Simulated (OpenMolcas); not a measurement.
# Cu²⁺ among point charges: CASSCF and CASPT2 levels and susceptibility

How does a field of 6 point charges split the states of Cu²⁺, and what χT follows?

Program: OpenMolcas 26.06. Level of theory: state-averaged CASSCF and CASPT2, spin-orbit coupling by RASSI with atomic mean-field integrals. These are calculated values, not measurements, unless marked.

**1. What is computed**

| Item | Value |
| --- | --- |
| Species | Cu²⁺ (copper, Z = 29, 27 electrons) |
| Basis | ANO-RCC-VDZP [5s4p2d1f], 34 functions |
| Scalar Hamiltonian | DKH2, point nucleus |
| Inactive shells | 1s 2s 2p 3s 3p |
| Active space | 9 electrons in 5 orbitals (3d) |
| Some configurations of this space | 3d⁹ |
| Orbitals | optimised for each spin and parity, averaged over all roots |

The outer shells:

3d9
```
3d [↑↓][↑↓][↑↓][↑↓][↑ ]
```

The ion sits among 6 point charges of -1.6 e arranged as an octahedron (Oh), 1.94 Å from the ion.

Each step is its own input file, run in one work folder so that later steps find the files of earlier ones. Labels, J, g values, rates, χT and fits are worked out afterwards by a script from the matrices that RASSI stores. The input lists half of the charges; inversion (Group=XYZ) makes the rest.

**2. GATEWAY and SEWARD: basis and integrals**

Contents of a.inp:

```
&GATEWAY
Coord
1

Cu 0.0 0.0 0.0
Basis=ANO-RCC-VDZP
Group=XYZ
NoMove
AngMom=0.0 0.0 0.0
AMFI
XField
3 Angstrom 0
1.940000 0.000000 0.000000 -1.600000
0.000000 1.940000 0.000000 -1.600000
0.000000 0.000000 1.940000 -1.600000
&SEWARD
```

Command:

```sh
OMP_NUM_THREADS=1 MOLCAS_MEM=1689 MOLCAS_PROJECT=a pymolcas a.inp > a.log
```

The program printed:

```text
Basis set label: CU.ANO-RCC...5S4P2D1F.

      Electronic valence basis set:
      ------------------
      Associated Effective Charge  29.000000 au
      Associated Actual Charge     29.000000 au
      Nuclear Model: Point charge

      Shell  nPrim  nBasis  Cartesian Spherical Contaminant
         s      21       5        X
         p      15       4        X
         d      10       2                 X
         f       6       1                 X
                  Relativistic Douglas-Kroll-Hess integrals:
                    - DKH order of Hamiltonian: 2
                    - DKH order of Properties : 0
                  Atomic mean-field integrals
```

**3. CASSCF: doublets of even parity, 5 roots**

Contents of a.inp:

```
&RASSCF
FileOrb=start.orb
Symmetry=1
Spin=2
nActEl=9 0 0
Inactive=3 6
Ras2=5 0
CIRoot=5 5 1
SDav=5
CIMx=300
Iter=120 100
PrWF=0.3
OrbListing=Nothing
MaxOrb=0
>>> COPY $Project.JobIph JOB001
```

Command:

```sh
OMP_NUM_THREADS=1 MOLCAS_MEM=1689 MOLCAS_PROJECT=a pymolcas a.inp > a.log
```

start.orb holds the contracted functions of the basis, ordered by shell, or the orbitals of the step before.

The program printed (excerpt; [...] marks lines left out):

```text
[...]
      Number of active orbitals                  5
[...]
      Spin quantum number                      0.5
[...]
      Active orbitals                            5   0
[...]
      Number of CSFs                             5
      Number of root(s) required                 5
[...]
      Convergence after 10 iterations
[...]
      Natural orbitals and occupation numbers for root  1
      sym 1:   2.000000   2.000000   2.000000   2.000000   1.000000
      Natural orbitals and occupation numbers for root  2
      sym 1:   2.000000   2.000000   1.000000   2.000000   2.000000
      Natural orbitals and occupation numbers for root  3
      sym 1:   2.000000   1.000000   2.000000   2.000000   2.000000
::    RASSCF root number  1 Total energy:  -1657.45888135
::    RASSCF root number  2 Total energy:  -1657.45888135
::    RASSCF root number  3 Total energy:  -1657.44386781
::    RASSCF root number  4 Total energy:  -1657.44386781
::    RASSCF root number  5 Total energy:  -1657.44386781
```

**4. State interaction with spin-orbit coupling**

Contents of a.inp:

```
&RASSI
NrOfJobIphs=1 5
1 2 3 4 5
IphNames
JOB001
EJob
SpinOrbit
DIPRint=1.0
SOCoupling=1000.0
Subsets=2
Property=9
'ANGMOM' 1 'ANGMOM' 2 'ANGMOM' 3 'MLTPL  1' 1 'MLTPL  1' 2 'MLTPL  1' 3
'AMFI' 1 'AMFI' 2 'AMFI' 3
SOProperty=3
'ANGMOM' 1 'ANGMOM' 2 'ANGMOM' 3
```

The program printed (excerpt; [...] marks lines left out):

```text
SPIN-FREE ENERGIES:
  (Shifted by EMIN (a.u.) =      -1657.4588813529)
 SF State       Relative EMIN(au)   Rel lowest level(eV)    D:o, cm**(-1)      L_eff
     1             0.0000000000        0.0000000000              0.0000         2.0
     2             0.0000000000        0.0000000000              0.0000         2.0
     3             0.0150135463        0.4085394060           3295.0925         2.0
     4             0.0150135463        0.4085394060           3295.0925         2.0
     5             0.0150135463        0.4085394060           3295.0925         2.0
     Dipole printing threshold changed to   1.00000000E+00
Eigenvalues of complex Hamiltonian:
   -----------------------------------
  (Shifted by EMIN (a.u.) =      -1657.4588813529)
 SO State       Relative EMIN(au)   Rel lowest level(eV)    D:o, cm**(-1)     J-value
     1            -0.0012362127        0.0000000000              0.0000         1.4
     2            -0.0012362127        0.0000000000              0.0000         1.3
     3            -0.0012362127        0.0000000000              0.0000         2.2
     4            -0.0012362127        0.0000000000              0.0000         2.3
     5             0.0112273435        0.3391506412           2735.4344         2.0
     6             0.0112273435        0.3391506412           2735.4344         2.0
     7             0.0181428603        0.5273314411           4253.2149         0.9
     8             0.0181428603        0.5273314411           4253.2149         1.6
     9             0.0181428603        0.5273314411           4253.2149         0.9
    10             0.0181428603        0.5273314411           4253.2149         1.6
Weights of the five most important spin-orbit-free states for each spin-orbit state.
[...]
```

Time for these steps: 1.6 s (1 thread of Arm Neoverse V1, shared host).

States without spin-orbit coupling:

| state | degeneracy | E (cm-1) | free-ion L (%) |
| --- | --- | --- | --- |
| 2E | 2 | 0 | D (100) |
| 2T2 | 3 | 3295 | D (100) |

With spin-orbit coupling:

```json
{"E (cm-1)": "0.0", "Degeneracy": "4", "Label": "Γ8", "2S+1": "2", "g": ""}
{"E (cm-1)": "2735", "Degeneracy": "2", "Label": "Γ7", "2S+1": "2", "g": "2.00 2.00 2.00"}
{"E (cm-1)": "4253", "Degeneracy": "4", "Label": "Γ8", "2S+1": "2", "g": ""}
```

Principal g values are given for doublets only; a zero marks a field direction without first-order Zeeman splitting.

Powder χT (cm³ K/mol): 0.73 at 2 K, 0.73 at 5 K, 0.73 at 10 K, 0.74 at 20 K, 0.74 at 50 K, 0.76 at 100 K, 0.77 at 150 K, 0.79 at 200 K, 0.80 at 250 K, 0.82 at 300 K.

A ligand-field fit to the states below 45000 cm-1 gives 10Dq = 3295 cm-1, the gap between the two states.

Orbitals of the lowest block (energies include the constant potential of the surroundings):

| shell | space | energy (hartree) | mean occupation | ⟨r²⟩ (bohr²) |
| --- | --- | --- | --- | --- |
| 1s | inactive | -330.8271 | 2.000 | 0.00362 |
| 2s | inactive | -40.0444 | 2.000 | 0.0646 |
| 2p | inactive | -34.1884 | 6.000 | 0.0521 |
| 3s | inactive | -3.5645 | 2.000 | 0.582 |
| 3p | inactive | -1.7617 | 6.000 | 0.657 |
| 3d | RAS2 |  | 9.000 | 1.17 |

**5. CASPT2: IPEA 0.25, imaginary shift 0.1 (closed shells correlated: 3s 3p)**

Contents of a.inp:

```
>>> COPY JOB001 $Project.JobIph
&CASPT2
Multistate=5 1 2 3 4 5
NoMult
Frozen=2 3
IPEA=0.25
Imaginary=0.1
MaxIter=60
WThr=0.0 0.3 0.05
PrWF=0.5
NoMix
```

The program printed:

```text
Orbital specifications:
      -----------------------

      Symmetry species                           1   2
                                                ag  au
      Frozen orbitals                            2   3
      Inactive orbitals                          1   3
      Active orbitals                            5   0
      Secondary orbitals                         7  13
      Deleted orbitals                           0   0
      Number of basis functions                 15  19
Type of calculation                        SS-CASPT2
      Fock operator                              state-specific
      IPEA shift                                 0.25
      Real shift                                 0.00
      Imaginary shift                            0.10
      The input orbitals will be transformed to quasi-canonical
Reference energy:       -1657.4588813529
      E2 (Non-variational):      -0.5274815539
      Shift correction:          -0.0001228507
      E2 (Variational):          -0.5276044046
      Total energy:           -1657.9864857575
      Residual norm:              0.0000008429
      Reference weight:           0.93156
      Contributions to the CASPT2 correlation energy
      Active & Virtual Only:         -0.3028135099
      One Inactive Excited:          -0.1751086618
      Two Inactive Excited:          -0.0495593822
Reference energy:       -1657.4588813529
      E2 (Non-variational):      -0.5274806474
      Shift correction:          -0.0001227678
      E2 (Variational):          -0.5276034152
      Total energy:           -1657.9864847681
      Residual norm:              0.0000006770
      Reference weight:           0.93156
      Contributions to the CASPT2 correlation energy
      Active & Virtual Only:         -0.3028128208
      One Inactive Excited:          -0.1751084656
      Two Inactive Excited:          -0.0495593610
::    CASPT2 Root  1     Total energy:  -1657.98648576
::    CASPT2 Root  2     Total energy:  -1657.98648477
::    CASPT2 Root  3     Total energy:  -1657.96897274
::    CASPT2 Root  4     Total energy:  -1657.96897274
::    CASPT2 Root  5     Total energy:  -1657.96897051
```

Time for this run: 0.5 s (1 thread of Arm Neoverse V1, shared host).

SS-CASPT2: lowest energy less the reference's lowest, -0.5276 hartree; reference weights 0.932.

Spin-free states, with their symmetry labels:

| state | degeneracy | E (cm-1) | free-ion L (%) |
| --- | --- | --- | --- |
| 2E | 2 | 0 | D (100) |
| 2T2 | 3 | 3844 | D (100) |

With spin-orbit coupling:

| E (cm-1) | Degeneracy | Label | 2S+1 | g |
| --- | --- | --- | --- | --- |
| 0 | 4 | Γ8 | 2 |  |
| 3250 | 2 | Γ7 | 2 | 2.00 2.00 2.00 |
| 4740 | 4 | Γ8 | 2 |  |

Powder χT (cm³ K/mol): 0.69 at 2 K, 0.69 at 5 K, 0.69 at 10 K, 0.70 at 20 K, 0.70 at 50 K, 0.72 at 100 K, 0.73 at 150 K, 0.74 at 200 K, 0.75 at 250 K, 0.77 at 300 K.

A ligand-field fit to the states below 45000 cm-1 gives 10Dq = 3844 cm-1, the gap between the two states.

**6. The methods side by side**

A. CASSCF
B. SS-CASPT2, IPEA 0.25, imaginary shift 0.1 (closed shells correlated: 3s 3p)

| method | ground state | first state of that spin (cm-1) | first gap with spin-orbit (cm-1) | χT at 300 K |
| --- | --- | --- | --- | --- |
| A | 2E | 2T2 3295 | 2735.4 | 0.82 |
| B | 2E | 2T2 3844 | 3252.9 | 0.77 |

**7. Summary of results**

| quantity | value |
| --- | --- |
| method | SS-CASPT2, IPEA 0.25, imaginary shift 0.1 (closed shells correlated: 3s 3p) |
| spin-free ground state | 2E, 2-fold in its orbital part |
| first state of the same spin within the active space | 2T2 at 3840 cm⁻¹ |
| lowest level | 4-fold Γ8 |
| next level | 3252.9 cm⁻¹ |
| χT at 300 K | 0.77 cm³ K/mol |
| effective moment at 300 K | 2.48 μB |

Cost by method:

| method | time of its own steps | time with the reference |
| --- | --- | --- |
| A. CASSCF | 1.6 s | 1.6 s |
| B. SS-CASPT2, IPEA 0.25, imaginary shift 0.1, +3s 3p | 0.5 s | 2.1 s |

Times are of one thread on a shared host.

The spin-free ground state (2E) comes to 100 % from free-ion D terms and keeps the highest spin of the shell. χT at 300 K is 0.77, against 0.38 cm³ K/mol for the spin alone, so orbital moment adds to it. A ligand-field fit to the states below 45000 cm-1 gives 10Dq = 3844 cm-1, the gap between the two states. An orbital doublet at a regular site is open to a Jahn-Teller distortion, which this geometry leaves out. The field of point charges can differ much from that of real complexes. This is an electrostatic model: the charges have no orbitals.
